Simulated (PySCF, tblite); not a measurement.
**C2H8BFN2: geometry, infrared bands and NMR shifts**

What infrared bands and NMR shifts should C2H8BFN2 (`CN(C)B(N)F`) show?

Computed with tblite 0.8.0 and PySCF 2.14.0, with density-fitted response routines of our own, on a single molecule in the gas phase. Atoms are numbered from 0 throughout.

### Step 1. The starting structure

14 atoms, charge 0, multiplicity 1; geometry from: force field or distance geometry start.

Bonds of the start (Å): C0–N1 1.44, N1–C2 1.42, N1–B3 1.53, B3–N4 1.54, B3–F5 1.47, C0–H6 1.11, C0–H7 1.11, C0–H8 1.11, C2–H9 1.13, C2–H10 1.10, C2–H11 1.12, N4–H12 1.04, N4–H13 1.04.

### Step 2. Relaxing the molecule with GFN2-xTB

Job settings and geometry (Å):

```
{"job": {"kind": "relax", "xc": "GFN2-xTB", "basis": "xTB"}, "charge": 0, "multiplicity": 1}
C     -1.415800    -0.597100     0.198000
N     -0.178200     0.142900     0.282200
C     -0.411300     1.459000    -0.202500
B      0.923700    -0.591900    -0.489900
N      2.276900    -0.686800     0.240700
F      0.496600    -1.884500    -1.035600
H     -2.281000    -0.017300     0.587800
H     -1.641700    -0.874100    -0.847800
H     -1.295400    -1.504900     0.825400
H     -1.229200     1.906000     0.439900
H      0.505100     2.054100    -0.099400
H     -0.732900     1.428700    -1.271500
H      2.145500    -1.014700     1.215700
H      2.837200     0.180100     0.134900
```

Run with:

```
$ OMP_NUM_THREADS=1 python probes_run.py task.json out
```

This one command runs all jobs of the session in turn.

**Question.** This job is followed by: GFN2-xTB harmonic vibrations, gas phase; GIAO PBE0/pcSseg-1 NMR shielding, non-relativistic, gas phase. What will the session give for the following? strongest single infrared mode (GFN2-xTB); zero-point energy (GFN2-xTB); ¹³C shifts against TMS (PBE0/pcSseg-1, means over atoms taken as alike); ¹H shifts against TMS (PBE0/pcSseg-1, means over atoms taken as alike); ¹⁵N shifts against NH3 (PBE0/pcSseg-1); ¹¹B shifts against BF3·OEt2 (PBE0/pcSseg-1); ¹⁹F shifts against CFCl3 (PBE0/pcSseg-1).

As calculated:

| quantity | value |
| --- | --- |
| strongest single infrared mode (GFN2-xTB) | 1538 cm⁻¹, 371 km/mol |
| zero-point energy (GFN2-xTB) | 70.9 kcal/mol |
| ¹³C shifts against TMS (PBE0/pcSseg-1, means over atoms taken as alike) | 38.5 ppm |
| ¹H shifts against TMS (PBE0/pcSseg-1, means over atoms taken as alike) | 2.67, 1.87 ppm |
| ¹⁵N shifts against NH3 (PBE0/pcSseg-1) | 55.2, 45.0 ppm |
| ¹¹B shifts against BF3·OEt2 (PBE0/pcSseg-1) | 19.4 ppm |
| ¹⁹F shifts against CFCl3 (PBE0/pcSseg-1) | -156.5 ppm |

**Reading.** Relaxing lowered the energy by 2.335 eV in 85 steps; the close pair that moved most is B3–N4, from 1.541 to 1.403 Å. All 36 modes are real, so the xTB geometry is a minimum. The strongest single mode, at 1538 cm⁻¹, is spread over several atoms, H13, B3, H12, N4 among them. Unscaled tight-binding wavenumbers are off by several per cent, some by more. Its intensities can rank the bands wrongly. At PBE0/pcSseg-1: The largest span, 181 ppm, is at F5, where the paramagnetic term is -144 ppm.
